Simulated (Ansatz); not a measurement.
Write a Python script for Ansatz 0.2.0, Python API that makes a comparison of enthalpies under pressure of two structures of Nb. Use (first run): LDA, PAW, cutoff 420 eV, 9×9×5 k-points, Fermi-Dirac smearing of 0.1 eV.

The script, `nb_transition.py`:
```python
"""Pressure at which two phases of Nb cross."""

from dataclasses import dataclass
import warnings

import ansatz as az
import numpy as np


@dataclass
class RunConfig:
    cutoff: int = 420
    k_spacing: float = 0.3
    smearing: str = "fermi_dirac"
    width_ev: float = 0.1


cfg = RunConfig()


def hcp(A, a):
    return (
        az.Lattice.from_parameters(a, a, 1.633 * a, alpha=90, beta=90, gamma=120)
        .space_group(194)
        .atom(A, (1 / 3, 2 / 3, 0.25))
    )


def bcc(A, a):
    return az.Crystal.bcc(A, a=a)


def run_phase(name, crystal, pressure=0.0):
    calc = (
        crystal.calculation()
        .functional(az.Functional.LDA)
        .basis(cfg.cutoff)
        .kpoints(spacing=cfg.k_spacing)
        .occupations(cfg.smearing, width=cfg.width_ev)
    )
    calc = calc.relax(force_tolerance=0.02, cell=True, pressure=pressure)
    return calc.run(threads=1)


def volume_per_atom(outcome):
    return abs(np.linalg.det(outcome.lattice.cell_ang)) / len(outcome.lattice.sites)


def main() -> None:
    warnings.simplefilter("ignore", az.DeckWarning)

    phases = {}
    phases["hcp"] = hcp("Nb", 2.96)
    phases["bcc"] = bcc("Nb", 3.33)

    # enthalpy per atom at each pressure
    pressures = [0, 20, 40, 60]
    enthalpy, volume = {name: [] for name in phases}, {name: [] for name in phases}
    for p in pressures:
        for name, crystal in phases.items():
            o = run_phase(name, crystal, pressure=p)
            volume[name].append(volume_per_atom(o))
            enthalpy[name].append(o.report["energy_sigma0_ev"] / len(o.lattice.sites) + p * volume[name][-1] / 160.21766)
    gap = np.array(enthalpy["bcc"]) - np.array(enthalpy["hcp"])
    rows = [(p, va, vb, 1000 * d) for p, va, vb, d in zip(pressures, volume["hcp"], volume["bcc"], gap)]
    print("   P (GPa)  V hcp (A^3/atom)  V bcc (A^3/atom)  H(bcc) - H(hcp) (meV/atom)")
    for row in rows:
        print(f"{row[0]:10d}  {row[1]:16.3f}  {row[2]:16.3f}  {row[3]:+26.1f}")
    crossings = [p0 - g0 * (p1 - p0) / (g1 - g0) for p0, p1, g0, g1 in zip(pressures, pressures[1:], gap, gap[1:]) if g0 * g1 < 0]
    print("crossing near", [round(float(p), 1) for p in crossings], "GPa") if crossings else print("no crossing in this range")


if __name__ == "__main__":
    main()
```

```console
$ python nb_transition.py
   P (GPa)  V hcp (A^3/atom)  V bcc (A^3/atom)  H(bcc) - H(hcp) (meV/atom)
         0            17.672            17.127                      -326.9
        20            16.094            15.698                      -385.1
        40            14.990            14.690                      -428.3
        60            14.146            13.921                      -460.5
no crossing in this range
```

At a fixed pressure a relaxation lowers the enthalpy F + PV, while F alone can rise. For the metals among these phases the mesh is modest: differences between phases can be off by up to 40 meV an atom. Only these two structures are compared, at zero temperature and with their symmetry kept; either may be hypothetical, and another phase may be lower than both. Differences under about 40 meV an atom lie within the error of mesh and functional. The cells are prototypes set up for this calculation and needn't exist. Timing: 45 s on 1 thread of Arm Neoverse V1, on a shared host, peak memory 0.37 GiB.

(Lines on the test bed's own set-up are left out of the output.)
